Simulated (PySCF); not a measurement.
# Pm2O3: other functionals and bases at one geometry

The task here is to estimate one member of a computed series from the others.

Program: PySCF 2.14.0. Level of theory: several levels, as the steps say, no spin–orbit coupling. These are calculated values, not measurements.

5 further runs of the same task are left out: 2 for a known fault of the program, 3 that didn't finish.

### Where the work starts

5 atoms, charge 0, spin multiplicity 1.

Bond lengths: Pm1–Pm2 2.915 Å, Pm1–O3 2.142 Å, Pm1–O4 2.142 Å, Pm1–O5 2.142 Å, Pm2–O3 2.142 Å, Pm2–O4 2.142 Å, Pm2–O5 2.142 Å. Angles: Pm2–Pm1–O3 47.1°, Pm2–Pm1–O4 47.1°, Pm2–Pm1–O5 47.1°, O3–Pm1–O4 78.8°, O3–Pm1–O5 78.8°, O4–Pm1–O5 78.8°, Pm1–Pm2–O3 47.1°, Pm1–Pm2–O4 47.1°, Pm1–Pm2–O5 47.1°, O3–Pm2–O4 78.8°, O3–Pm2–O5 78.8°, O4–Pm2–O5 78.8°, Pm1–O3–Pm2 85.7°, Pm1–O4–Pm2 85.7°, Pm1–O5–Pm2 85.7°.

Geometry (Å):

```
Pm    0.00000    0.00000    1.45730
Pm    0.00000    0.00000   -1.45730
O     1.56997   -0.00001    0.00000
O    -0.78498    1.35963    0.00000
O    -0.78499   -1.35963    0.00000
```

Formal oxidation states: Pm +3. Each metal's 4 4f electrons lie in its core potential, so multiplicities, spins and levels count the valence alone. An earlier session relaxed this geometry at B3LYP, Pm lcecp-1-SVP with ECP50, O def2-SVP (singlet, point group D3h).

At B3LYP on the finer grid: E = -293.970314 Eh, HOMO -5.01 eV, LUMO -1.46 eV, Mulliken charge on Pm1 +0.93 e, largest force component 0.004 eV/Å. 

Levels to run: r2SCAN; revPBE; TPSSh; PBE; B3LYP, TZVP. Hardware: 2 threads of Arm Neoverse V1, shared host.

Set-up of the first run:

The input, run.py (the lines that set the calculation):

```python
mol = gto.M(atom='''
Pm     0.00000     0.00000     1.45730
Pm     0.00000     0.00000    -1.45730
O      1.56997    -0.00001     0.00000
O     -0.78498     1.35963     0.00000
O     -0.78499    -1.35963     0.00000''',
    basis={'Pm': 'lcecp-1-SVP', 'O': 'def2-SVP'},
    ecp={'Pm': 'lcecp-1-SVP'},
    charge=0, spin=0)
mf = dft.RKS(mol, xc='R2SCAN')
mf.grids.atom_grid = (75, 302)  # f atoms: unpruned, at least (60, 302)
mf = mf.density_fit()  # fitting sets: Pm AutoAux, O def2-universal-JKFIT
mf.conv_tol = 1e-08; mf.max_cycle = 55
mf.kernel(dm0)  # dm0: the density of the relaxed state
```

Started as:

```sh
$ OMP_NUM_THREADS=2 python run.py
```

Steps of the session up to this table: r2SCAN; revPBE; TPSSh; PBE; B3LYP, TZVP.

One of the session's tables, all rows but one given; the rest of the session is left out.

| level | HOMO (eV) | gap (eV) | charge on Pm1 (e) | largest force component (eV/Å) |
| --- | --- | --- | --- | --- |
| B3LYP (relaxed here) | -5.01 | 3.56 | 0.93 | 0.00 |
| r2SCAN | -4.11 | 2.88 | 0.94 | 0.29 |
| revPBE | ? | ? | ? | ? |
| TPSSh | -4.43 | 3.13 | 0.94 | 0.22 |
| PBE | -3.98 | 2.28 | 0.80 | 0.10 |
| B3LYP, TZVP | -5.09 | 3.62 | 1.24 | 0.12 |

Q: Estimate the row for revPBE from the others.

The run gave: HOMO (eV): -3.89; gap (eV): 2.24; charge on Pm1 (e): 0.82; largest force component (eV/Å): 0.23. In the column «HOMO (eV)» it is the highest.

In one basis the HOMO–LUMO gap runs from 2.24 eV (revPBE) to 3.56 eV (B3LYP). The largest leftover force, 0.29 eV/Å with r2SCAN, stands at a geometry relaxed at another level. With 4f in the core, its levels are missing from HOMO and gap, and its count is fixed, so no charge can pass from the ligands into it. Total energies of different levels can't be compared.
